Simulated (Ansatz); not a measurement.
**WCl6: one species, many methods**

An exercise on one series of results from a longer session: the logs are not shown, and one member is left open.

The runs use Ansatz 0.2.0, Gaussian basis; functionals in def2-TZVPP, the program's frozen cores in correlated methods.

The runs, in order: LDA (SPW92), PBE-D4, revPBE-D4, BLYP-D4, r2SCAN-D4, B97M-V, PBE0-D4, B3LYP-D4, r2SCANh-D4, r2SCAN0-D4, HSE06-D4, BHLYP-D4, CAM-B3LYP-D4, LC-ωPBE, ωB97X-V, ωB97M-V, B2PLYP, PBE-QIDH; CCSD(T)/def2-SVP; CCSD(T)/def2-TZVPP; MP2/def2-QZVPP; extrapolation to the limit; RPA on PBE.

### Structure used throughout

The geometry comes from an earlier relaxation with PBE0-D4 in a triple-zeta def2 set; it is a stationary point, not always the lowest conformer. W takes the def2 core potential; no spin-orbit term is included.

SMILES `[Cl][W]([Cl])([Cl])([Cl])([Cl])[Cl]`, 7 atoms, charge 0, spin multiplicity 1.

Atoms are counted from 1 here; the program's logs count them from 0.

Bond lengths: Cl1–W2 2.287 Å, W2–Cl3 2.287 Å, W2–Cl4 2.287 Å, W2–Cl5 2.287 Å, W2–Cl6 2.287 Å, W2–Cl7 2.287 Å. Angles: Cl1–W2–Cl3 90.0°, Cl1–W2–Cl4 90.0°, Cl1–W2–Cl5 180.0°, Cl1–W2–Cl6 90.0°, Cl1–W2–Cl7 90.0°, Cl3–W2–Cl4 180.0°, Cl3–W2–Cl5 90.0°, Cl3–W2–Cl6 90.0°, Cl3–W2–Cl7 90.0°, Cl4–W2–Cl5 90.0°, Cl4–W2–Cl6 90.0°, Cl4–W2–Cl7 90.0°, Cl5–W2–Cl6 90.0°, Cl5–W2–Cl7 90.0°, Cl6–W2–Cl7 180.0°.

Set-up of the first run:

File in.yaml:

```yaml
crystal:
  periodic: [false, false, false]
  atoms:
    - {symbol: Cl, position_ang: [-1.314492, -1.469937, 1.158998]}
    - {symbol: W, position_ang: [0.000002, 0.000000, 0.000001]}
    - {symbol: Cl, position_ang: [1.112910, 0.525001, 1.928126]}
    - {symbol: Cl, position_ang: [-1.112941, -0.525000, -1.928104]}
    - {symbol: Cl, position_ang: [1.314506, 1.469914, -1.159014]}
    - {symbol: Cl, position_ang: [-1.505065, 1.672019, 0.413514]}
    - {symbol: Cl, position_ang: [1.505090, -1.671997, -0.413519]}
basis:
  gaussian: {orbitals: def2-TZVPP}
hamiltonian: {xc: lda}
output: {orbitals: {seedname: orbitals}}
```

Started as:

```console
ansatz run in.yaml --threads 2 --pin off --events-out ev --progress --plain --max-ram 32768MiB --backend cuda --devices 0, --max-vram 18GiB
```

Steps of the session up to this table: LDA; PBE-D4 (GGA); revPBE-D4 (GGA); BLYP-D4 (GGA); r2SCAN-D4 (meta-GGA); B97M-V (meta-GGA); PBE0-D4 (hybrid); B3LYP-D4 (hybrid); r2SCANh-D4 (hybrid); r2SCAN0-D4 (hybrid); HSE06-D4 (hybrid); BHLYP-D4 (hybrid); CAM-B3LYP-D4 (range-separated); LC-ωPBE (range-separated); ωB97X-V (range-separated); ωB97M-V (range-separated); B2PLYP (double hybrid); PBE-QIDH (double hybrid).

One of the session's tables, all rows but one given; the rest of the session is left out.

It belongs to the step «Orbital energies across the functionals». 

```
  functional  HOMO (eV)  LUMO (eV)  gap (eV)
 LDA (SPW92)      -7.94      -5.76      2.18
      PBE-D4      -7.79      -5.56      2.22
   revPBE-D4      -7.73      -5.49      2.24
     BLYP-D4      -7.60      -5.42      2.18
   r2SCAN-D4      -8.17      -5.70      2.47
      B97M-V      -8.27      -5.70      2.56
     PBE0-D4      -9.15      -5.14      4.01
    B3LYP-D4      -8.87      -5.27      3.60
  r2SCANh-D4      -8.66      -5.51      3.15
  r2SCAN0-D4      -9.40      -5.21      4.19
    HSE06-D4      -8.75      -5.50      3.25
    BHLYP-D4     -10.36      -4.50      5.86
CAM-B3LYP-D4     -10.47      -4.26      6.21
     LC-ωPBE     -11.90      -3.39      8.51
     ωB97X-V          ?          ?         ?
     ωB97M-V     -11.34      -3.33      8.01
```

**Question.** Estimate the row for ωB97X-V.

**Answer.** HOMO (eV): -11.52; LUMO (eV): -3.38; gap (eV): 8.14. In the column «HOMO (eV)» it lies between LC-ωPBE (-11.90) and ωB97M-V (-11.34).
